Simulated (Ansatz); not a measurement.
# CH5InSe: a ladder of functionals and wavefunction methods

One table from this session's results is given with a row withheld; the runs are named, their logs left out.

Method: functionals in def2-TZVPP, the program's frozen cores in correlated methods; program: Ansatz 0.2.0, Gaussian basis.

The runs, in order: LDA (SPW92), PBE-D4, revPBE-D4, BLYP-D4, r2SCAN-D4, B97M-V, PBE0-D4, B3LYP-D4, r2SCANh-D4, r2SCAN0-D4, HSE06-D4, BHLYP-D4, CAM-B3LYP-D4, LC-ωPBE, ωB97X-V, ωB97M-V, B2PLYP, PBE-QIDH; CCSD(T)/def2-SVP; CCSD(T)/def2-TZVPP; MP2/def2-QZVPP; extrapolation to the limit; RPA on PBE.

### The relaxed structure

The geometry comes from an earlier relaxation with PBE0-D4 in a triple-zeta def2 set; it is a stationary point, not always the lowest conformer. In takes the def2 core potential; no spin-orbit term is included.

8 atoms, charge 0, spin multiplicity 1.

Atoms are counted from 1 here; the program's logs count them from 0.

Bond lengths: C1–In2 2.143 Å, C1–H4 1.090 Å, C1–H5 1.091 Å, C1–H6 1.092 Å, In2–Se3 2.519 Å, In2–H7 1.717 Å, Se3–H8 1.469 Å. Angles: In2–C1–H4 111.5°, In2–C1–H5 109.5°, In2–C1–H6 109.0°, H4–C1–H5 109.4°, H4–C1–H6 109.0°, H5–C1–H6 108.3°, C1–In2–Se3 116.0°, C1–In2–H7 130.8°, Se3–In2–H7 113.2°, In2–Se3–H8 92.8°.

Set-up of the first run:

in.yaml reads:

```yaml
crystal:
  periodic: [false, false, false]
  atoms:
    - {symbol: C, position_ang: [-1.285334, -0.007846, -0.057067]}
    - {symbol: In, position_ang: [0.672393, 0.786341, 0.300756]}
    - {symbol: Se, position_ang: [2.597670, -0.768779, -0.169335]}
    - {symbol: H, position_ang: [-2.048253, 0.767893, 0.001328]}
    - {symbol: H, position_ang: [-1.315150, -0.472599, -1.043197]}
    - {symbol: H, position_ang: [-1.499112, -0.774654, 0.689731]}
    - {symbol: H, position_ang: [1.169953, 2.327856, 0.870675]}
    - {symbol: H, position_ang: [1.707833, -1.858213, -0.592901]}
basis:
  gaussian: {orbitals: def2-TZVPP}
hamiltonian: {xc: lda}
output: {orbitals: {seedname: orbitals}}
```

Started as:

```sh
> ansatz run in.yaml --threads 4 --pin off --events-out ev --progress --plain --max-ram 10444MiB
```

Steps of the session up to this table: LDA; PBE-D4 (GGA); revPBE-D4 (GGA); BLYP-D4 (GGA); r2SCAN-D4 (meta-GGA); B97M-V (meta-GGA); PBE0-D4 (hybrid); B3LYP-D4 (hybrid); r2SCANh-D4 (hybrid); r2SCAN0-D4 (hybrid); HSE06-D4 (hybrid); BHLYP-D4 (hybrid); CAM-B3LYP-D4 (range-separated); LC-ωPBE (range-separated); ωB97X-V (range-separated); ωB97M-V (range-separated); B2PLYP (double hybrid); PBE-QIDH (double hybrid).

One table of the session follows, with a row left open; its other results are not shown here.

It belongs to the step «Frontier levels by functional». 

```
  functional  HOMO (eV)  LUMO (eV)  gap (eV)
 LDA (SPW92)      -5.99      -2.33      3.66
      PBE-D4      -5.83      -2.07      3.76
   revPBE-D4      -5.76      -1.96      3.81
     BLYP-D4      -5.66      -2.03      3.64
   r2SCAN-D4      -6.08      -1.83      4.25
      B97M-V      -6.13      -2.07      4.06
     PBE0-D4      -6.90      -1.38      5.52
    B3LYP-D4          ?          ?         ?
  r2SCANh-D4      -6.47      -1.59      4.89
  r2SCAN0-D4      -7.07      -1.23      5.84
    HSE06-D4      -6.50      -1.74      4.77
    BHLYP-D4      -7.82      -0.75      7.08
CAM-B3LYP-D4      -8.14      -0.59      7.55
     LC-ωPBE      -9.48       0.48      9.96
     ωB97X-V      -9.15       0.35      9.49
     ωB97M-V      -9.02       0.07      9.09
```

Q: Estimate the row for B3LYP-D4 from the others.

Worked estimate for «HOMO (eV)». Against the share of exact exchange, BLYP-D4 (0, -5.66), BHLYP-D4 (0.5, -7.82) give a slope of -4.32 per unit share; at 0.2 the line stands at -6.52.

**Answer.** HOMO (eV): -6.67; LUMO (eV): -1.64; gap (eV): 5.03. In «HOMO (eV)» the line misses by +0.15.
